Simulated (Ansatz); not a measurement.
# WBrCl3O: the cost of one run

Computed with Ansatz 0.2.0 (DFT PBE+D3(BJ), scalar-relativistic, plane waves, PAW, unless a step's input says otherwise).

2 further runs of the same task are left out: 1 that didn't finish, 1 set aside as unsound or not needed.

### 1 Starting point

It takes space group P1 (No. 1, triclinic). Conventional cell: a = 3.906 Å, b = 6.383 Å, c = 6.475 Å, α = 83.12°, β = 72.78°, γ = 72.33°. Around W (site symmetry 1) lie 2 O at 1.75 to 2.15 Å and 3 Cl at 2.30 to 2.31 Å and 1 Br at 2.46 Å. Around Br (site symmetry 1) lie 1 W at 2.46 Å. Around Cl (site symmetry 1) lie 1 W at 2.30 Å. Cl (site symmetry 1) has 1 W at 2.31 Å as nearest neighbours. O (site symmetry 1) is surrounded by 2 W at 1.75 to 2.15 Å.

Coordinates:

```cif
data_structure
_symmetry_space_group_name_H-M 'P1'
_symmetry_Int_Tables_number 1
_cell_length_a 3.9065
_cell_length_b 6.3833
_cell_length_c 6.4752
_cell_angle_alpha 83.124
_cell_angle_beta 72.783
_cell_angle_gamma 72.333
_cell_volume 146.88
loop_
_atom_site_label
_atom_site_type_symbol
_atom_site_symmetry_multiplicity
_atom_site_Wyckoff_symbol
_atom_site_fract_x
_atom_site_fract_y
_atom_site_fract_z
_atom_site_occupancy
W1 W 1 a 0.99271 0.00235 0.99619 1
Br1 Br 1 a 0.85530 0.79718 0.34245 1
Cl1 Cl 1 a 0.17080 0.67863 0.81811 1
Cl2 Cl 1 a 0.67409 0.32480 0.17569 1
Cl3 Cl 1 a 0.98761 0.19505 0.67144 1
O1 O 1 a 0.44148 0.00198 0.99613 1
```

It goes back to an entry of the Materials Project, which need not be the stable form.

It is the result of an earlier relaxation at this level (volume 24.48 Å³/atom; gap on the mesh: 1.58 eV).

### 2 The reference cell

Reference values: F = -16979.4599 eV; pressure 0.00 GPa; largest force 0.001 eV/Å; gap on the mesh 1.58 eV. It was computed beforehand with the settings of the runs below.

### 3 Setting up random displacements

All atoms are moved at random with no net shift, in some cells together with a random strain.

### 4 At rms move = 0.180 Å

File input.yaml:

```yaml
crystal:
  lattice:
    - [3.9187034985, -0.1955082771, -0.0364735043]
    - [1.6465107478, 5.9500462273, -0.1683806399]
    - [1.9022121064, -0.1855130729, 5.9485183998]
  atoms:
    - { symbol: W, position: [0.0007819453, 1.0260693522, 0.990229478] }
    - { symbol: Br, position: [0.7639950512, 0.210296836, 0.3352149575] }
    - { symbol: Cl, position: [0.011796553, 0.2894555759, 0.8349113595] }
    - { symbol: Cl, position: [0.1928021217, 0.6418207571, 0.1632936231] }
    - { symbol: Cl, position: [0.3529735081, 0.8292787238, 0.674525488] }
    - { symbol: O, position: [0.5556498208, 1.0030787551, 1.0018260938] }
basis:
  ecutwfc: 420
kpoints:
  mp_grid: { grid: [8, 6, 6] }
hamiltonian:
  xc: pbe
  dispersion: d3bj
scf:
  occupations: { method: gaussian, width: 0.05 }
output:
  forces: true
  stress: true
  eigenvalues: true
```

The run is started by

```console
> ansatz run input.yaml --threads 1 --pin off --max-ram 2560MiB --backend cpu --events-out ev --progress --plain --runs-dir out
```

Q: Estimate wall time and peak memory on 1 thread of AMD EPYC 9R45 (Zen 5), shared host.

About 14 s, with a peak of 0.75 GiB.
